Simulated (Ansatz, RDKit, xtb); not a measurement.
**C4H5BrN2O: which of the isomers drawn lies lowest?**

Which of a sample of isomers of C4H5BrN2O is the most stable in the gas at 298.15 K, and what are its properties? The sample is small against all isomers, and the most stable one of this formula need not be in it.

The funnel: GFN2-xTB relaxations, single points with a density functional, relaxations at r2SCAN-D4/def2-SVP, harmonic vibrations (at GFN2-xTB), and a last energy at a higher level. All values are calculated.

### 1 Possible bonding patterns

Isomers were taken from a list of plausible structures; this is a sample, not all of them. That gives 5 candidates.

| label | SMILES | spin |
| --- | --- | --- |
| c333 | COc1cn[nH]c1Br | singlet |
| c558 | BrCCc1ncon1 | singlet |
| c635 | CNc1conc1Br | singlet |
| c916 | CCc1nc(Br)no1 | singlet |
| c930 | NC(=O)/C=N\C=C/Br | singlet |

Candidates are built by distance geometry, with a force field where one applies, in up to four conformers (letters a to d).

Q: Predict the outcome of this search (final energies at CCSD(T)/def2-SVP + MP2/def2-TZVPP - MP2/def2-SVP).

| quantity | value |
| --- | --- |
| lowest structure found | NC(=O)/C=N\C=C/Br, singlet |
| next finalist | BrCCc1ncon1, singlet, 4.0 kcal/mol higher in G |
| share at equilibrium, among the finalists | 99.9 % |

`NC(=O)/C=N\C=C/Br` comes out lowest. The margin of 4.0 kcal/mol over the next finalist is beyond the usual error of the last level; it says nothing of structures that weren't ranked. r2SCAN-D4/def2-SVP, r2SCAN-D4/def2-SVP, relaxed and HF/def2-SVP already put its bonding pattern lowest among the structures in one piece; GFN2-xTB favours the singlet COc1cn[nH]c1Br; HF/STO-3G favours the singlet CCc1nc(Br)no1; MP2/def2-SVP favours the singlet BrCCc1ncon1. One minimum inside the window was never screened. Lowest found is not proven lowest: the search is finite, and each finalist counts with one conformer. Only 5 drawn patterns were tried, so whole families of isomers are missing, and the result ranks this sample alone.
